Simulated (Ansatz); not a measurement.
**C2H6FInO: up Jacob's ladder to CCSD(T)**

One table from this session's results is given with a row withheld; the runs are named, their logs left out.

The runs use Ansatz 0.2.0, Gaussian basis; functionals in def2-TZVPP, the program's frozen cores in correlated methods.

The runs, in order: PBE-D4, r2SCAN-D4, PBE0-D4, B3LYP-D4, ωB97X-V, ωB97M-V, B2PLYP; CCSD(T)/def2-TZVPP; MP2/def2-QZVPP; extrapolation to the limit.

### Structure used throughout

The geometry comes from an earlier relaxation with PBE0-D4 in a triple-zeta def2 set; it is a stationary point, not always the lowest conformer. In takes the def2 core potential; no spin-orbit term is included.

11 atoms, charge 0, spin multiplicity 1.

Atoms are counted from 1 here; the program's logs count them from 0.

Bond lengths: C1–C2 1.499 Å, C1–H6 1.091 Å, C1–H7 1.093 Å, C1–H8 1.092 Å, C2–F3 1.412 Å, C2–H9 1.092 Å, C2–H10 1.090 Å, In4–O5 2.054 Å, O5–H11 0.959 Å. Angles: C2–C1–H6 109.8°, C2–C1–H7 109.2°, C2–C1–H8 111.3°, H6–C1–H7 108.2°, H6–C1–H8 109.9°, H7–C1–H8 108.3°, C1–C2–F3 109.5°, C1–C2–H9 112.8°, C1–C2–H10 111.3°, F3–C2–H9 105.7°, F3–C2–H10 106.3°, H9–C2–H10 110.9°, In4–O5–H11 119.4°.

Set-up of the first run:

File in.yaml:

```yaml
crystal:
  periodic: [false, false, false]
  atoms:
    - {symbol: C, position_ang: [-0.530238, -0.206026, -1.260232]}
    - {symbol: C, position_ang: [0.753990, -0.476417, -0.536240]}
    - {symbol: F, position_ang: [1.347603, 0.747610, -0.157704]}
    - {symbol: In, position_ang: [0.674028, 1.943012, 2.163920]}
    - {symbol: O, position_ang: [-0.549490, 0.295225, 2.083363]}
    - {symbol: H, position_ang: [-1.238420, 0.280308, -0.588505]}
    - {symbol: H, position_ang: [-0.965559, -1.154053, -1.587178]}
    - {symbol: H, position_ang: [-0.365189, 0.417414, -2.141342]}
    - {symbol: H, position_ang: [1.493594, -0.981839, -1.161523]}
    - {symbol: H, position_ang: [0.579959, -1.030189, 0.386151]}
    - {symbol: H, position_ang: [-1.135076, 0.107854, 2.819891]}
basis:
  gaussian: {orbitals: def2-TZVPP}
hamiltonian: {xc: pbe, dispersion: d4}
output: {forces: true, orbitals: {seedname: orbitals}}
```

Command:

```bash
ansatz run in.yaml --threads 4 --pin off --events-out ev --progress --plain --max-ram 10444MiB
```

Among the steps run: PBE-D4 (GGA); r2SCAN-D4 (meta-GGA); PBE0-D4 (hybrid); B3LYP-D4 (hybrid); ωB97X-V (range-separated); ωB97M-V (range-separated); B2PLYP (double hybrid); CCSD(T) in def2-TZVPP; MP2 in def2-QZVPP.

One of the session's tables, all rows but one given; the rest of the session is left out.

```
            method  atomisation energy (kJ/mol)
            PBE-D4                       3987.0
         r2SCAN-D4                       3911.2
           PBE0-D4                       3893.3
          B3LYP-D4                       3907.5
           ωB97X-V                       3908.5
           ωB97M-V                       3912.3
            B2PLYP                       3868.3
     HF/def2-TZVPP                       2806.9
    MP2/def2-TZVPP                       3883.7
   CCSD/def2-TZVPP                            ?
CCSD(T)/def2-TZVPP                       3817.7
           MP2/CBS                       3993.2
       CCSD(T)/CBS                       3927.2
```

**Question.** Estimate the row for CCSD/def2-TZVPP.

As computed: atomisation energy (kJ/mol): 3759.9. In the column «atomisation energy (kJ/mol)» it lies between HF/def2-TZVPP (2806.9) and CCSD(T)/def2-TZVPP (3817.7).

Among the levels timed on like hardware and quicker than the yardstick, those that no quicker one beats, quickest first: PBE-D4 (2.7 s, +59.7 kJ/mol); PBE0-D4 (3.2 s, -33.9 kJ/mol); r2SCAN-D4 (4.8 s, -16.0 kJ/mol); ωB97M-V (13 s, -14.9 kJ/mol).

B2PLYP carry no dispersion term (for B3LYP, D4 adds 34.2 kJ/mol).

To keep in mind: All levels share the lack of spin-orbit coupling, which lowers the free heavy atoms and so the true binding.
